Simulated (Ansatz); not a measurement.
# OsRh: the cost of one run

Computed with Ansatz 0.2.0 (DFT PBE, scalar-relativistic, plane waves, PAW, unless a step's input says otherwise).

## Step 1: The system as given

Symmetry: R-3m, No. 166, trigonal system. The conventional cell has a = 2.639 Å, b = 2.639 Å, c = 12.610 Å, α = 90.00°, β = 90.00°, γ = 120.00°. Os (site symmetry -3m) has 6 Rh at 2.60 Å and 6 Os at 2.64 Å as nearest neighbours. Around Rh (site symmetry -3m) lie 6 Os at 2.60 Å and 6 Rh at 2.64 Å.

As a file:

```xyz
2
Lattice="1.3197 0.7619 4.2035 -1.3197 0.7619 4.2035 0.0000 -1.5238 4.2035" Properties=species:S:1:pos:R:3 pbc="T T T"
Os    0.0000    0.0000    0.0000
Rh    0.0000    0.0000    6.3052
```

This is candidate A: CuPt (L1_1) type (R-3m, No. 166).

(A quick probe on a coarse mesh, which set the mesh and smearing, is not shown.)

## Step 3: A loose first relaxation (candidate A)

Contents of input.yaml:

```yaml
crystal:
  lattice:
    - [1.3196913811, 0.7619241741, 4.2034614362]
    - [-1.3196913811, 0.7619241741, 4.2034614362]
    - [0.0, -1.5238483483, 4.2034614362]
  atoms:
    - { symbol: Os, position: [0.0, 0.0, 0.0] }
    - { symbol: Rh, position: [0.5, 0.5, 0.5] }
basis:
  ecutwfc: 420
kpoints:
  mp_grid: { grid: [6, 6, 6] }
hamiltonian:
  xc: pbe
scf:
  occupations: { method: gaussian, width: 0.1 }
  lower_state_search: "off"
output:
  forces: true
  stress: true
  eigenvalues: true
relax:
  adjacent_minimum: "off"
  f_tol: 0.04
  max_steps: 70
  cell: { stress_tol: 0.4 }
```

Command:

```console
$ ansatz run input.yaml --threads 1 --pin off --max-ram 2560MiB --backend cpu --events-out ev --progress --plain --runs-dir out
```

**Question.** How long does this run take on 1 thread of Intel Xeon 6975P-C (Granite Rapids), shared host, and how much memory does it need?

About 3.3 s, with a peak of 0.36 GiB.
